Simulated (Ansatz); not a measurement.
# Co: pressure against volume

The task here is to estimate one member of a computed series from the others.

Method: DFT PBEsol, scalar-relativistic, in Ansatz 0.2.0.

### Starting point

Symmetry: P6_3/mmc, No. 194, hexagonal system. The conventional cell has a = 2.519 Å, b = 2.519 Å, c = 4.091 Å, α = 90.00°, β = 90.00°, γ = 120.00°. Co (site symmetry -6m2) is surrounded by 12 Co at 2.51 to 2.52 Å.

As a file:

```
Co
1.0
     2.51900    0.00000    0.00000
    -1.25950    2.18152    0.00000
     0.00000    0.00000    4.09100
Co
2
Direct
  0.33333 0.66667 0.25000
  0.66667 0.33333 0.75000
```

The geometry is a database entry used as it stands. It may stem from high pressure or temperature, or be incomplete, so it serves as a test cell.

Atoms are numbered in the order of the input: Co1, Co2.

Set-up of the first run:

The input, input.yaml:

```yaml
crystal:
  lattice:
    - [2.4680156958, 0.0, 0.0]
    - [-1.2340078479, 2.1373642896, 0.0]
    - [0.0, 0.0, 4.0081971921]
  atoms:
    - { symbol: Co, position: [0.3333333333, 0.6666666667, 0.25], spin: 2.0 }
    - { symbol: Co, position: [0.6666666667, 0.3333333333, 0.75], spin: 2.0 }
magnetization:
  spin_polarized: true
kpoints:
  mp_grid: { grid: [19, 19, 10] }
scf:
  occupations: { method: fermi_dirac, width: 0.05 }
hamiltonian:
  xc: pbesol
  pseudopotentials: { kind: all_electron, lapw: { basis_error: 0.0005 } }
output:
  forces: true
  stress: true
  eigenvalues: true
```

Command:

```
$ ansatz run input.yaml --threads 1 --pin off --max-ram 3072MiB --backend cpu --events-out ev --progress --plain --runs-dir out
```

Among the steps run: Volume × 0.9405, LAPW; Volume × 0.9405, PAW; Volume × 0.9405, crystal datasets; Volume × 0.97, LAPW; Volume × 0.97, PAW; Volume × 1.03, LAPW; Volume × 1.03, PAW; Volume × 1.06, LAPW; Volume × 1.06, PAW; Volume × 1.06, crystal datasets.

One of the session's tables, all rows but one given; the rest of the session is left out.

It belongs to the step «Fits». 

```
          method  volume (Å³/atom)  pressure (GPa)  moment Co1 (μB)
            LAPW            10.572           -4.60             1.63
            LAPW            10.903          -10.85             1.67
            LAPW            11.241          -16.19             1.70
            LAPW            11.578          -20.60             1.72
            LAPW            11.915          -24.29             1.74
             PAW            10.572           -4.50             1.65
             PAW            10.903          -10.78             1.69
             PAW            11.241          -16.13             1.72
             PAW            11.578          -20.56             1.74
             PAW            11.915               ?                ?
crystal datasets            10.572           -4.60             1.65
crystal datasets            11.241          -16.18             1.72
crystal datasets            11.915          -24.29             1.77
```

Q: Estimate the row for PAW, 11.915 from the others.

**Answer.** pressure (GPa): -24.26; moment Co1 (μB): 1.77. In the column «pressure (GPa)» it lies between crystal datasets, 11.915 (-24.29) and LAPW, 11.578 (-20.60).

Limits of these values: Other magnetic orders may lie lower; this is the state that the run reached. Warnings in the runs' records: crystal datasets made, band levels unverified, stability check not made.
